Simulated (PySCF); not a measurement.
# C₂H₆AlN: geometry, spin-spin couplings

Wanted: the spin-spin couplings of C₂H₆AlN (`C#[C][AlH2-][NH3+]`), by calculation.

Programs: PySCF 2.14.0, with density-fitted response routines of our own. Each step states its level of theory. These are calculated values for one molecule in the gas phase, unless marked as measured. Atoms are numbered from 0 throughout.

## (1) The starting structure

10 atoms, charge 0, multiplicity 1; geometry from: GFN2-xTB. The atoms were then displaced at random by about 0.01 Å, so the start is not that level's minimum.

Bonds of the start (Å): C0–C1 1.24, C1–Al2 1.98, Al2–N3 2.02, C0–H4 1.03, Al2–H5 1.57, Al2–H6 1.55, N3–H7 1.03, N3–H8 0.99, N3–H9 1.03.

## (2) Optimising the geometry at PBE0-D3(BJ)/def2-SVP

The job: settings as JSON, then the geometry in Å.

```
{"job": {"xc": "PBE0", "basis": "def2-SVP", "d3": "d3bj", "grid": 1, "shake": 0.01, "kind": "geom"}, "charge": 0, "multiplicity": 1}
C      2.646060    -0.515770     0.154290
C      1.517580     0.009690     0.158180
Al    -0.179780     1.024870     0.222790
N     -1.371440    -0.529610    -0.280320
H      3.574690    -0.955240     0.124750
H     -0.804440     1.376820     1.615740
H     -0.522970     1.996660    -0.939040
H     -2.368760    -0.257260    -0.318590
H     -1.135610    -0.885190    -1.170070
H     -1.304890    -1.285910     0.411220
```

Started as:

```sh
OMP_NUM_THREADS=1 python probes_run.py task.json out
```

The driver reads the jobs from task.json and runs them one after another.

**Question.** This job is followed by: B3LYP/cc-pVTZ indirect spin-spin coupling, non-relativistic, gas phase; B3LYP/6-31G* indirect spin-spin coupling, non-relativistic, gas phase. What will the session give for the following? point group; rotational constants (main isotopes); largest coupling of the table (B3LYP/cc-pVTZ); range of J(C0,H4), mean over like pairs.

**Answer**, as computed:

| quantity | value |
| --- | --- |
| point group | Cs |
| rotational constants (main isotopes) | 10.11, 3.26, 2.59 GHz |
| largest coupling of the table (B3LYP/cc-pVTZ) | ¹J(C,H) C0–H4, 230.4 Hz |
| range of J(C0,H4), mean over like pairs | 219.5 to 230.4 Hz |

**Reading.** The optimisation took 6 steps and gained 0.173 eV; among the close pairs (by a distance rule), C0–H4 changed most, from 1.028 to 1.076 Å. No frequency check was run at this level, so the end point may be a saddle. In the run at B3LYP/cc-pVTZ, the largest coupling of the table is C0–H4, 230.4 Hz, of which the Fermi-contact term gives 230.9 Hz. The coupling C0–H4, as a mean over pairs of its kind, runs from 219.5 Hz (B3LYP/6-31G*) to 230.4 Hz (B3LYP/cc-pVTZ). Couplings from bases without tight functions are rough.
